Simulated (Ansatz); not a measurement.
Geometry optimisation, DFT PBE, scalar-relativistic, plane waves, PAW (Ansatz 0.2.0).

Input file:

```yaml
crystal:
  lattice:
    - [6.98, 0.0, 0.0]
    - [0.0, 6.98, 0.0]
    - [0.0, 0.0, 6.98]
  atoms:
    - { symbol: Li, position: [0.0, 0.0, 0.0] }
    - { symbol: Li, position: [0.5, 0.0, 0.0] }
    - { symbol: Li, position: [0.0, 0.5, 0.0] }
    - { symbol: Li, position: [0.0, 0.0, 0.5] }
    - { symbol: Li, position: [0.25, 0.25, 0.25] }
    - { symbol: Li, position: [0.5, 0.5, 0.0] }
    - { symbol: Li, position: [0.5, 0.0, 0.5] }
    - { symbol: Li, position: [0.75, 0.25, 0.25] }
    - { symbol: Li, position: [0.0, 0.5, 0.5] }
    - { symbol: Li, position: [0.25, 0.75, 0.25] }
    - { symbol: Li, position: [0.25, 0.25, 0.75] }
    - { symbol: Li, position: [0.5, 0.5, 0.5] }
    - { symbol: Li, position: [0.75, 0.75, 0.25] }
    - { symbol: Li, position: [0.75, 0.25, 0.75] }
    - { symbol: Li, position: [0.25, 0.75, 0.75] }
    - { symbol: Li, position: [0.75, 0.75, 0.75] }
    - { symbol: Li, position: [0.2570912, -0.001043, 0.3798716] }
basis:
  ecutwfc: 420.0
kpoints:
  mp_grid: { grid: [3, 3, 3] }
hamiltonian:
  xc: pbe
scf:
  occupations: { method: gaussian, width: 0.1 }
  lower_state_search: "off"
relax:
  f_tol: 0.03
  max_steps: 60
  adjacent_minimum: "off"
```

Launched with:

```bash
$ ansatz run input.yaml --threads 2 --pin off --max-ram 5120MiB --backend cpu --events-out ev --progress --plain --runs-dir out
```

Problem. Where does it end, and by what steps?

Solution. It converged. The force dipped under the threshold on the way, but the program's further checks kept it going. Limits of this set-up: coarse k mesh, a small cell, in which the defect meets its images, a typed lattice constant that wasn't relaxed here. After 12 steps the energy has fallen by 1.741 eV; Li17 moved furthest, 1.01 Å. Joined: Li1–Li3 (3.49 → 3.07 Å), Li2–Li7 (3.49 → 2.77 Å), Li10–Li15 (3.49 → 2.77 Å), Li11–Li14 (3.49 → 3.00 Å), Li12–Li17 (3.96 → 2.93 Å), Li13–Li17 (3.96 → 2.92 Å).

| step | energy less start (eV) | largest force component (eV/Å) | accepted |
| --- | --- | --- | --- |
| 0 | 0.0000 | 1.709 | yes |
| 1 | -0.9321 | 1.039 | yes |
| 2 | -1.4267 | 0.397 | yes |
| 3 | -1.5665 | 0.141 | yes |
| 4 | -1.6040 | 0.055 | yes |
| 5 | -1.6301 | 0.062 | yes |
| 6 | -1.6498 | 0.074 | yes |
| 7 | -1.6848 | 0.047 | yes |
| 8 | -1.7156 | 0.042 | yes |
| 9 | -1.7320 | 0.039 | yes |
| 10 | -1.7405 | 0.013 | yes |
| 11 | -1.7405 | 0.013 | yes |
| 12 | -1.7412 | 0.009 | yes |

```xyz
17
Lattice="6.9800 0.0000 0.0000 0.0000 6.9800 0.0000 0.0000 0.0000 6.9800" Properties=species:S:1:pos:R:3
Li -0.122 0.144 0.085
Li 3.460 0.127 0.015
Li -0.317 3.205 0.163
Li -0.129 -0.027 3.351
Li 1.755 1.850 1.848
Li 3.527 3.336 -0.178
Li 3.926 0.376 4.273
Li 4.975 1.742 1.941
Li 0.062 3.754 3.295
Li 1.442 4.829 0.982
Li 1.579 1.794 5.176
Li 3.414 3.621 3.557
Li 5.073 5.241 1.711
Li 5.579 2.101 5.054
Li 1.604 5.316 5.243
Li 5.344 5.192 5.370
Li 2.502 -0.729 2.646
```

Whether the end is a true minimum wasn't checked by a vibrational analysis.

The run took 61 s on 2 threads of Intel(R) Xeon(R) Platinum 8259CL CPU @ 2.50GHz (Skylake/Cascade Lake) (shared host), peak memory 0.6 GiB.
